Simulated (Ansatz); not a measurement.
# Lu3Si (Pm-3m) in Ansatz: convergence with k mesh

Aim: find how far k mesh must go before the results for Lu3Si settle, at PBE. This setting moves, with any that are tied to it; all else stays.

All numbers are computed with Ansatz 0.2.0; they aren't measurements. Logs are shortened: lines on timing, memory, paths and dates and some standing lists are left out, and cuts for length are marked.

**1. Starting point**

Symmetry: Pm-3m, No. 221, cubic system. Conventional cell: a = 4.541 Å, b = 4.541 Å, c = 4.541 Å, α = 90.00°, β = 90.00°, γ = 90.00°. Around Lu (site symmetry 4/mmm) lie 8 Lu at 3.21 Å and 4 Si at 3.21 Å. Si (site symmetry m-3m) is surrounded by 12 Lu at 3.21 Å.

The cell comes from a database or a generator and needn't be the stable form of this composition.

**2. With k mesh 2 × 2 × 2**

The input, input.yaml:

```yaml
crystal:
  lattice:
    - [4.541419, 0.0, 0.0]
    - [0.0, 4.541419, 0.0]
    - [0.0, 0.0, 4.541419]
  atoms:
    - { symbol: Lu, position: [0.5, 0.5, 0.0] }
    - { symbol: Lu, position: [0.5, 0.0, 0.5] }
    - { symbol: Lu, position: [0.0, 0.5, 0.5] }
    - { symbol: Si, position: [0.0, 0.0, 0.0] }
hamiltonian:
  xc: pbe
  pseudopotentials: { kind: paw, level: accurate }
kpoints:
  mp_grid: { grid: [2, 2, 2] }
scf:
  occupations: { method: gaussian, width: 0.1 }
output:
  forces: true
  stress: true
  eigenvalues: true
```

Potentials or basis: Ansatz PAW earlier set.

Run with:

```console
ansatz run input.yaml --threads 2 --pin off --max-ram 5632MiB --backend cpu --events-out ev --progress --plain --runs-dir out
```

Standard output:

```text
Warning: RAYON_NUM_THREADS=2 ignored (pool sized by the plan → 2); use --threads N
Engine: ansatz 0.2.0, aarch64-unknown-linux-gnu
Pseudopotentials: kind: paw, level: accurate
Pseudopotential: Lu, paw, valence charge 25, recommended cutoff 760 eV (high), Lu.paw.azcp
Pseudopotential: Si, paw, valence charge 4, recommended cutoff 420 eV (normal), Si.paw.azcp#accurate
Functional definition: PBE
  parameter kappa = 0.804
  parameter beta = 0.06672455060314922
  exchange = pbe_x(kappa = kappa, mu = beta*pi^2/3)
  correlation = pbe_c(beta = beta)
Crystal: 4 atoms, lattice volume = 93.664 Å³
Basis set: ecut = 760 eV, 4457 PW (Γ), exchange–correlation on 90×90×90 points (8 copies of the dense FFT grid, shifted against one another)
Bands: 48, of which v1, the nominal top of the filled ones, is band 40 counted from 1 (39 counted from 0)
Symmetry: 48 space group operations
Space group: Pm-3m (ITA 221), of the structure as read, at distance tolerance 4.5e-5 Å
k-points: 4 of 8
Non-local potential: Lu, projectors of the file, l = 0: 3, l = 1: 3, l = 2: 2, l = 3: 3
Non-local potential: Si, projectors of the file, l = 0: 3, l = 1: 3, l = 2: 2, l = 3: 1, l = 4: 1
PAW form: soft (Blöchl's): semilocal exchange-correlation on the pseudo side does not see the compensation charge
PAW one-centre angular grid: Lu, 590 points (default); XC on 64 Gauss nodes
PAW one-centre angular grid: Si, 194 points (default); XC on 64 Gauss nodes
Initial density: superposition of atomic densities (chi_scale 0.1, normalization cell, long waves kept (reshape's long-wave potential 0.00 eV rms))
Initial wavefunctions: pseudopotential atomic-orbital guess
Functional: x = pbe(κ = 0.804, μ = 0.2195149727645171), c = pbe(β = 0.06672455060314922)
SCF iter   1: F=—  HF=-44879.994637 eV  |F-HF|=—  |Δ(HF+E_count)|=         —  Δρ=3.41e-2  dr2=9.00e-1  ethr=3.10e-3  ⟨swp⟩=5.8  Hψ=678  notcnv=0
preconditioner: auto → Resta (q_TF=auto, 2.652 Å⁻¹)  ε∞=9.0  [insulator: Δε(μ)=0.260 eV  Ē_g=11.570 eV  σ=0.100 eV  W_gap=0.79  n_scr=26 (ndim 8)  ℏωp=32.8 eV  f_vac=0.000  D(μ)=10.31/eV (n_scr^D=146)  ε∞_Penn≈9.0]
SCF iter   2: F=—  HF=-44879.825638 eV  |F-HF|=—  |Δ(HF+E_count)|=   1.69e-1  Δρ=1.47e-2  dr2=1.91e-1  ethr=1.14e-3  ⟨swp⟩=3.8  Hψ=391  notcnv=0  defer=6
SCF iter   3: F=—  HF=-44879.776620 eV  |F-HF|=—  |Δ(HF+E_count)|=   4.90e-2  Δρ=1.08e-2  dr2=1.13e-1  ethr=2.41e-4  ⟨swp⟩=2.8  Hψ=349  notcnv=0  defer=6
SCF iter   4: F=—  HF=-44879.752914 eV  |F-HF|=—  |Δ(HF+E_count)|=   2.37e-2  Δρ=1.72e-3  dr2=1.99e-3  ethr=1.43e-4  ⟨swp⟩=3.0  Hψ=420  notcnv=0  defer=6
SCF iter   5: F=—  HF=-44879.752759 eV  |F-HF|=—  |Δ(HF+E_count)|=   1.55e-4  Δρ=4.18e-4  dr2=9.24e-5  ethr=2.52e-6  ⟨swp⟩=2.0  Hψ=344  notcnv=0  defer=7
SCF iter   6: F=—  HF=-44879.752630 eV  |F-HF|=—  |Δ(HF+E_count)|=   1.30e-4  Δρ=4.35e-5  dr2=1.30e-6  ethr=1.17e-7  ⟨swp⟩=2.0  Hψ=352  notcnv=0  defer=7
SCF iter   7: F=-44879.752630 eV  HF=-44879.752630 eV  |F-HF|=2.33e-8  |Δ(HF+E_count)|=   4.82e-7  Δρ=1.08e-5  dr2=7.74e-8  ethr=1.27e-10  ⟨swp⟩=13.8  Hψ=962  notcnv=0
SCF 1 converged in 7 iterations: F = -44879.752630 eV  dr2 = 7.74e-8
SCF converged after 7 iterations
Free energy (F): -44879.752630 eV
Harris-Foulkes:  -44879.752630 eV  (|F-HF|=2.33e-8)
Internal energy: -44879.705602 eV  (E = F + TS)
E sigma→0 (E₀):  -44879.729116 eV
Entropy (-TS):   -0.047028 eV (-11.757 meV/atom)
Fermi energy:    14.819657 eV
--- Per-component energies (eV) ---
  E_band       = 88.872795
  E_kinetic    = 1660.686696
  E_local      = -25416.090151  (includes V_loc(G=0)·N_el)
  E_nonlocal   = 5980.942544
  E_hartree    = 8763.954118
  E_xc         = -744.773758
  E_vxc        = -760.583947  (∫ρ·V_xc dr)
  E_paw        = -22601.126243  (= ΣΔE_a, less E_core_relax)
  E_vpaw       = 1095.985316  (= ΣTr[D̂ρ^β], less what the cores' own moments, if any, meet on the grid)
  E_core_relax = -0.000078  (the energy of the cores' relaxation)
  E_aug_tail   = -0.000004  (compensation charges beyond the density's cutoff)
  E_ewald      = -12523.298726
  E_smearing   = -0.047028  (= −TS)
  E_closure    = -0.000000  (closes the sum)
  Σ components = -44879.752630   (vs F -44879.752630, Δ=0.00e0)
--- Forces (eV/Å), atoms counted from 1 ---
  atom   1  Lu    -0.00000000    -0.00000000    -0.00000000
  atom   2  Lu    -0.00000000    -0.00000000     0.00000000
  atom   3  Lu    -0.00000000     0.00000000     0.00000000
  atom   4  Si     0.00000000    -0.00000000    -0.00000000
  max |Σ_I F_I| component: 5.77e-24 eV/Å
--- Stress (GPa, compression-positive) ---
       -1.693021       0.000000       0.000000
        0.000000      -1.693021       0.000000
        0.000000       0.000000      -1.693021
  P = ⅓ Tr σ = -1.6930 GPa (-16.930 kbar)
--- Band table (eV) ---
  k-point 0: bands = ["-41.5732", "-41.4948", "-41.4948", "-12.5829", "-12.5829", "-12.5829", "-12.1394", "-12.1394", "-12.1394", "-11.9271", "-11.9271", "-11.9271", "5.9717", "9.5624", "9.5941", "9.5941", "9.5941", "9.6030", "9.6030", "9.6030", "9.6198", "9.6198", "9.6198", "9.6370", "9.6370", "9.6370", "9.6716", "9.6716", "9.6716", "9.6938", "9.6938", "9.7110", "9.7110", "9.7110", "10.6113", "13.0615", "13.0615", "13.9043", "13.9043", "13.9043", "14.2018", "14.2018", "14.2018", "17.0099", "18.1803", "18.1803", "18.1803", "20.5616"]
  k-point 1: bands = ["-41.5470", "-41.5209", "-41.4947", "-12.4624", "-12.4624", "-12.2829", "-12.2791", "-12.2026", "-12.2026", "-12.1539", "-11.9927", "-11.9927", "7.1670", "9.5123", "9.5814", "9.5956", "9.6048", "9.6048", "9.6236", "9.6242", "9.6249", "9.6249", "9.6261", "9.6261", "9.6395", "9.6402", "9.6469", "9.6469", "9.6507", "9.6515", "9.6515", "9.6809", "9.6843", "9.6843", "9.6936", "12.6015", "12.9431", "12.9431", "14.6036", "14.8435", "15.7764", "15.8414", "15.8414", "16.6397", "16.7037", "17.6212", "17.8494", "17.8494"]
  k-point 2: bands = ["-41.5208", "-41.5207", "-41.5207", "-12.5676", "-12.5019", "-12.2631", "-12.2166", "-12.2166", "-12.2010", "-12.2010", "-11.9740", "-11.9196", "7.6393", "9.5563", "9.5697", "9.5926", "9.6053", "9.6053", "9.6109", "9.6109", "9.6290", "9.6297", "9.6312", "9.6466", "9.6466", "9.6476", "9.6619", "9.6619", "9.6669", "9.6858", "9.6870", "9.6870", "9.6940", "9.6951", "10.9217", "10.9217", "12.6161", "12.6676", "14.8987", "14.8987", "14.9470", "16.1110", "16.1110", "16.5235", "17.6668", "17.7631", "17.7631", "18.1352"]
  k-point 3: bands = ["-41.5206", "-41.5206", "-41.5206", "-12.8432", "-12.4983", "-12.4983", "-12.4983", "-11.9730", "-11.9730", "-11.9188", "-11.9188", "-11.9188", "7.4081", "9.5332", "9.5525", "9.5525", "9.5525", "9.5845", "9.5845", "9.6108", "9.6108", "9.6108", "9.6752", "9.6752", "9.6752", "9.6794", "9.6794", "9.6889", "9.6889", "9.6889", "9.6954", "9.6954", "9.6954", "9.7296", "12.1702", "12.1702", "12.1702", "12.8528", "12.8528", "12.8528", "15.4366", "16.6647", "16.6647", "16.6647", "17.6584", "17.6584", "17.6584", "18.2678"]
```

Wall time 1.4 s (2 threads of Arm Neoverse V2, shared host); peak memory 0.48 GiB.

Results:

```yaml
Free_energy: -44879.7526 eV
Pressure: -1.7 GPa
Band_gap_on_the_k_mesh: none (metal or under the smearing width)
```

**3. With k mesh 3 × 3 × 3**

Changes to input.yaml since step 2:

```diff
@@ -14,3 +14,3 @@
 kpoints:
-  mp_grid: { grid: [2, 2, 2] }
+  mp_grid: { grid: [3, 3, 3] }
 scf:
```

Potentials or basis: Ansatz PAW earlier set.

Run with:

```console
ansatz run input.yaml --threads 2 --pin off --max-ram 5632MiB --backend cpu --events-out ev --progress --plain --runs-dir out
```

Wall time 1.7 s (2 threads of Arm Neoverse V2, shared host); peak memory 0.49 GiB.

Results:

```yaml
Free_energy: -44880.2778 eV
Pressure: -0.8 GPa
Band_gap_on_the_k_mesh: none (metal or under the smearing width)
```

**4. With k mesh 4 × 4 × 4**

Changes to input.yaml since step 3:

```diff
@@ -14,3 +14,3 @@
 kpoints:
-  mp_grid: { grid: [3, 3, 3] }
+  mp_grid: { grid: [4, 4, 4] }
 scf:
```

Run with:

```console
ansatz run input.yaml --threads 2 --pin off --max-ram 5632MiB --backend cpu --events-out ev --progress --plain --runs-dir out
```

It took 3.4 s on 2 threads of Arm Neoverse V2, shared host; peak memory 0.52 GiB.

What came out:

| Property | Result |
| --- | --- |
| Free energy | -44880.0743 eV |
| Pressure | -0.7 GPa |
| Band gap on the k mesh | none (metal or under the smearing width) |

**5. With k mesh 5 × 5 × 5**

Changes to input.yaml since step 4:

```diff
@@ -14,3 +14,3 @@
 kpoints:
-  mp_grid: { grid: [4, 4, 4] }
+  mp_grid: { grid: [5, 5, 5] }
 scf:
```

Run with:

```console
ansatz run input.yaml --threads 2 --pin off --max-ram 5632MiB --backend cpu --events-out ev --progress --plain --runs-dir out
```

Wall time 3.4 s (2 threads of Arm Neoverse V2, shared host); peak memory 0.52 GiB.

Results (log left out):

| Item | Value |
| --- | --- |
| Free energy | -44880.0584 eV |
| Pressure | -0.7 GPa |
| Band gap on the k mesh | none (metal or under the smearing width) |

**6. With k mesh 7 × 7 × 7**

Changes to input.yaml since step 5:

```diff
@@ -14,3 +14,3 @@
 kpoints:
-  mp_grid: { grid: [5, 5, 5] }
+  mp_grid: { grid: [7, 7, 7] }
 scf:
```

Potentials or basis: Ansatz PAW earlier set.

Run with:

```console
ansatz run input.yaml --threads 2 --pin off --max-ram 5632MiB --backend cpu --events-out ev --progress --plain --runs-dir out
```

Wall time 6.3 s (2 threads of Arm Neoverse V2, shared host); peak memory 0.57 GiB.

Results (log left out):

* Free energy: -44880.0650 eV
* Pressure: -0.8 GPa
* Band gap on the k mesh: none (metal or under the smearing width)

**7. With k mesh 8 × 8 × 8**

Changes to input.yaml since step 6:

```diff
@@ -14,3 +14,3 @@
 kpoints:
-  mp_grid: { grid: [7, 7, 7] }
+  mp_grid: { grid: [8, 8, 8] }
 scf:
```

Run with:

```console
ansatz run input.yaml --threads 2 --pin off --max-ram 5632MiB --backend cpu --events-out ev --progress --plain --runs-dir out
```

It took 11 s on 2 threads of Arm Neoverse V2, shared host; peak memory 0.65 GiB.

The run converged. Its results:

```yaml
Free_energy: -44880.0859 eV
Pressure: -0.8 GPa
Band_gap_on_the_k_mesh: none (metal or under the smearing width)
```

**8. With k mesh 10 × 10 × 10**

Changes to input.yaml since step 7:

```diff
@@ -14,3 +14,3 @@
 kpoints:
-  mp_grid: { grid: [8, 8, 8] }
+  mp_grid: { grid: [10, 10, 10] }
 scf:
```

Run with:

```console
ansatz run input.yaml --threads 2 --pin off --max-ram 5632MiB --backend cpu --events-out ev --progress --plain --runs-dir out
```

Run time: 16 s. Hardware: 2 threads of Arm Neoverse V2, shared host; peak memory 0.76 GiB.

Results (log left out):

- Free energy: -44880.0813 eV
- Pressure: -0.8 GPa
- Band gap on the k mesh: none (metal or under the smearing width)

**9. The series at a glance**

| k mesh | energy less the tightest run, at zero smearing (meV/atom) | pressure (GPa) | SCF cycles | CPU time (s) | peak memory (GiB) |
| --- | --- | --- | --- | --- | --- |
| 2 × 2 × 2 | 85.89 | -1.69 | 7 | 2.6 | 0.48 |
| 3 × 3 × 3 | -48.52 | -0.81 | 7 | 3.1 | 0.49 |
| 4 × 4 × 4 | 3.18 | -0.75 | 8 | 6.4 | 0.52 |
| 5 × 5 × 5 | 6.27 | -0.66 | 8 | 6.4 | 0.52 |
| 7 × 7 × 7 | 5.43 | -0.80 | 8 | 12 | 0.57 |
| 8 × 8 × 8 | -1.05 | -0.81 | 8 | 21 | 0.65 |
| 10 × 10 × 10 | 0.00 | -0.79 | 8 | 32 | 0.76 |

Against the tightest run, the pressure stays within 0.1 GPa from 7 × 7 × 7 on. Not settled before the last step: the energy (to 1 meV/atom). Meshes of other sizes hit other points, so gaps and Fermi surfaces needn't settle smoothly. The tightest run that finished is the yardstick and may itself not be fully converged.
